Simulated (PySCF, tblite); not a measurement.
**C3H12OSeSi2: geometry, infrared bands and NMR shifts**

Wanted: the infrared bands and NMR shifts of C3H12OSeSi2 (`CO[SiH2][Se]CC[SiH3]`), by calculation.

Computed with tblite 0.8.0 and PySCF 2.14.0, with density-fitted response routines of our own, on a single molecule in the gas phase. Atoms count from 0, in the outputs and in this text.

## 1. The molecule as given

19 atoms, charge 0, multiplicity 1; geometry from: force field or distance geometry start.

Bonds of the start (Å): C0–O1 1.41, O1–Si2 1.75, Si2–Se3 2.28, Se3–C4 1.94, C4–C5 1.51, C5–Si6 1.87, C0–H7 1.09, C0–H8 1.11, C0–H9 1.12, Si2–H10 1.46, Si2–H11 1.46, C4–H12 1.11, C4–H13 1.13, C5–H14 1.13, C5–H15 1.10, Si6–H16 1.49, Si6–H17 1.48, Si6–H18 1.46.

## 2. Relaxing the molecule with GFN2-xTB

The job: settings as JSON, then the geometry in Å.

```
{"job": {"kind": "relax", "xc": "GFN2-xTB", "basis": "xTB"}, "charge": 0, "multiplicity": 1}
C      3.416400     0.575400    -0.658700
O      2.662100    -0.214000    -1.555900
Si     2.052800    -1.488500    -0.527700
Se     0.773200    -0.405200     1.022500
C     -1.041800    -0.408300     0.330000
C     -1.795400     0.853100     0.693800
Si    -3.481700     0.652200    -0.079200
H      4.289800     0.940000    -1.198000
H      2.781200     1.368200    -0.204800
H      3.755600    -0.100700     0.167100
H      3.148700    -2.232000     0.076900
H      1.180800    -2.402900    -1.253500
H     -1.637000    -1.282900     0.678500
H     -1.014300    -0.452500    -0.794700
H     -1.275900     1.778600     0.293000
H     -1.876200     1.013500     1.783000
H     -4.172700    -0.510600     0.543600
H     -4.349800     1.809600     0.227300
H     -3.425700     0.516400    -1.535500
```

Started as:

```sh
> OMP_NUM_THREADS=1 python probes_run.py task.json out
```

This one command runs all jobs of the session in turn.

**Question.** This job is followed by: GFN2-xTB harmonic vibrations, gas phase; GIAO PBE0/pcSseg-1 NMR shielding, non-relativistic, gas phase. Predict these results of the whole session: strongest single infrared mode (GFN2-xTB); zero-point energy (GFN2-xTB); 13C shifts against TMS (PBE0/pcSseg-1); 1H shifts against TMS (PBE0/pcSseg-1, means over atoms taken as alike); 17O shifts against H2O (PBE0/pcSseg-1); 29Si shifts against TMS (PBE0/pcSseg-1); 77Se shifts against Me2Se (PBE0/pcSseg-1); surface potential, 1st and 99th percentile.

**Answer**, as computed:

| quantity | value |
| --- | --- |
| strongest single infrared mode (GFN2-xTB) | 794 cm⁻¹, 517 km/mol |
| zero-point energy (GFN2-xTB) | 85.9 kcal/mol |
| 13C shifts against TMS (PBE0/pcSseg-1) | 54.5, 24.4, 13.1 ppm |
| 1H shifts against TMS (PBE0/pcSseg-1, means over atoms taken as alike) | 5.75, 3.84, 3.78, 2.47, 1.17 ppm |
| 17O shifts against H2O (PBE0/pcSseg-1) | 4.0 ppm |
| 29Si shifts against TMS (PBE0/pcSseg-1) | -8.5, -70.8 ppm |
| 77Se shifts against Me2Se (PBE0/pcSseg-1) | -197 ppm |
| surface potential, 1st and 99th percentile | -1.08 V and 1.11 V |

What this shows: Relaxing lowered the energy by 0.995 eV in 258 steps; the close pair that moved most is O1–Si2, from 1.747 to 1.611 Å. No mode is imaginary among the 51: a minimum at this level. The strongest single mode, at 794 cm⁻¹, is carried by H16, H18, Si6, H17. GFN2-xTB is a fitted tight-binding method: band positions and strengths are rough. Its intensities can rank the bands wrongly. C0 (methyl carbon bonded to O) lies farthest downfield among carbon, at 54.5 ppm; deshielded by the electronegative neighbour. At PBE0/pcSseg-1: The widest tensor belongs to Se3: span 932 ppm, with a paramagnetic part of -1050 ppm. By nearest atom (PBE0/pcSseg-1), the HOMO sits on Se3 80 % and the LUMO on Se3 24 %; C4 14 %. Spin-orbit coupling is left out, which matters for shieldings and couplings at and beside the heavy atoms.
